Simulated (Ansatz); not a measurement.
# Ti: a tetragonal deformation path

The task, for Ti: follow a tetragonal deformation at fixed volume.

Computed with Ansatz 0.2.0 (DFT r2SCAN, scalar-relativistic, plane waves, PAW, unless a step's input says otherwise).

## 1. The starting structure

Symmetry: Im-3m, No. 229, cubic system. The conventional cell has a = 3.282 Å, b = 3.282 Å, c = 3.282 Å, α = 90.00°, β = 90.00°, γ = 90.00°. Around Ti (site symmetry m-3m) lie 8 Ti at 2.84 Å.

As a file:

```cif
data_structure
_symmetry_space_group_name_H-M 'Im-3m'
_symmetry_Int_Tables_number 229
_cell_length_a 3.2820
_cell_length_b 3.2820
_cell_length_c 3.2820
_cell_angle_alpha 90.000
_cell_angle_beta 90.000
_cell_angle_gamma 90.000
_cell_volume 35.35
loop_
_atom_site_label
_atom_site_type_symbol
_atom_site_symmetry_multiplicity
_atom_site_Wyckoff_symbol
_atom_site_fract_x
_atom_site_fract_y
_atom_site_fract_z
_atom_site_occupancy
Ti1 Ti 2 a 0.00000 0.00000 0.00000 1
```

The cell is taken as given, not relaxed at this level.

## 2. Zero of energy

The reference gives a free energy of -2504.2417 eV, pressure -2.82 GPa, largest force 0.000 eV/Å and gap on the mesh none (metal). It was computed beforehand with the settings of the runs below.

## 3. The scan: a tetragonal deformation path

At fixed volume and fractional coordinates, lengths along (0.000, 0.000, 1.000) are scaled against those across it; ρ is that ratio over its starting value.

## 4. Point ρ = 0.707

Contents of input.yaml:

```yaml
crystal:
  lattice:
    - [-1.8420529496, 1.8420529496, 1.3023314354]
    - [1.8420529496, -1.8420529496, 1.3023314354]
    - [1.8420529496, 1.8420529496, -1.3023314354]
  atoms:
    - { symbol: Ti, position: [0.0, 0.0, 0.0] }
basis:
  ecutwfc: 500
kpoints:
  mp_grid: { grid: [22, 22, 22] }
hamiltonian:
  xc: r2scan
scf:
  occupations: { method: gaussian, width: 0.15 }
output:
  forces: true
  stress: true
  eigenvalues: true
```

Launch:

```bash
$ ansatz run input.yaml --threads 1 --pin off --max-ram 2560MiB --backend cpu --events-out ev --progress --plain --runs-dir out
```

The session goes on with these runs: At ρ = 1.414; At ρ = 0.850; point ρ = 1.200; point ρ = 0.780; point ρ = 1.300; At ρ = 0.920; point ρ = 1.100; At ρ = 0.650; At ρ = 1.500; ρ = 0.960; ρ = 1.050.

Before running it: what results should come out? Wanted: highest point.

**Answer**, as computed:

| quantity | value |
| --- | --- |
| highest point | 248.7 meV/atom at ρ = 0.650 |

What this shows: The energy drops below the reference, by 63.9 meV/atom at ρ = 1.414; the cell was taken as given and not relaxed at this level. Further dips among the sampled points: ρ = 0.920 (-9.8 meV/atom); whether they survive relaxation was not tested. At ρ = 1.414 the cell takes another symmetry, Fm-3m, -63.9 meV/atom from the start at this fixed volume.
